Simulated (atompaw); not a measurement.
# A PAW (atompaw) potential for iron, from input to tests

Task: generate the file, and judge it by its logarithmic derivatives, its ghosts and its cutoff.

Program: atompaw 4.2.0.5. Reference atom: PBE, scalar-relativistic, spherical and spin-unpolarised. All values are calculated.

## (1) Starting point

Typed settings, in words:

* element: iron (Fe, Z = 26)
* type: PAW
* frozen core: [Ar]
* valence charge: 8
* reference configuration: 3d6 4s2 4p0
* partial waves: 4s (bound): rc 3.00 bohr; 4s channel at 0.7 Ry: rc 2.25 bohr; 4p (bound, empty): rc 3.00 bohr; 4p channel at 1.3 Ry: rc 3.00 bohr; 3d (bound): rc 1.10 bohr; 3d channel at 0.65 Ry: rc 1.10 bohr
* local potential: bessel scheme, radius 2.75 bohr
* core correction: smooth core density matched at 2.30 bohr
* augmentation charge: besselshape compensation charge, radius 2.80 bohr; PAW radius 3.00 bohr; waves and projectors: custom rrkj gramschmidtortho

The outer shells as boxes (Hund's rule for the drawing; the calculation is spin-unpolarised):

```
[Ar] core
3d [↑↓][↑ ][↑ ][↑ ][↑ ]
4s [↑↓]
4p [  ][  ][  ]
```

## (2) Generating the potential

The input, Fe.input:

```
Fe 26
GGA-PBE scalarrelativistic loggrid 1500 logderivrange -3 5 201
4 4 3 0 0 0
4 1 0
3 2 6
0 0 0
c
c
c
v
c
c
v
v
2
3.00 2.80 2.75 2.30
y
0.7
n
y
1.3
n
y
0.65
n
custom rrkj gramschmidtortho besselshape
bessel
3.00
2.25
3.00
3.00
1.10
1.10
PWSCFOUT
UPFDX 0.0125d0 UPFXMIN -7.d0 UPFZMESH 26.d0
END
```

Started as:

```console
$ atompaw < Fe.input > Fe.log
```

Before running it: what results should come out? Wanted: cutoffs for 10 and 1 mRy, occupied levels; bound ghosts; largest phase difference near zero energy, channels read; lowest eigenvalue of the overlap; share of valence orbitals outside the PAW sphere; UPF file.

The runs gave:

| quantity | value |
| --- | --- |
| cutoffs for 10 and 1 mRy, occupied levels | 90 Ry and 160 Ry |
| bound ghosts | none found |
| largest phase difference near zero energy, channels read | 0.000 rad |
| lowest eigenvalue of the overlap (Bessel basis) | 0.628 (s) |
| share of valence orbitals outside the PAW sphere | 4s 42 %, 4p 75 %, 3d 2 % |
| UPF file | written |

**Reading.** It counts as hard, with 90 Ry needed at the looser tolerance. The slowest occupied level is 3d: taken alone it needs 110 Ry to come within 1 mRy, against 6 Ry or less for 4s. It is free of bound ghosts as far as tested. Near zero energy the phases of the channels with partial waves agree within 0.001 rad. All of this concerns the isolated atom, not yet a solid.
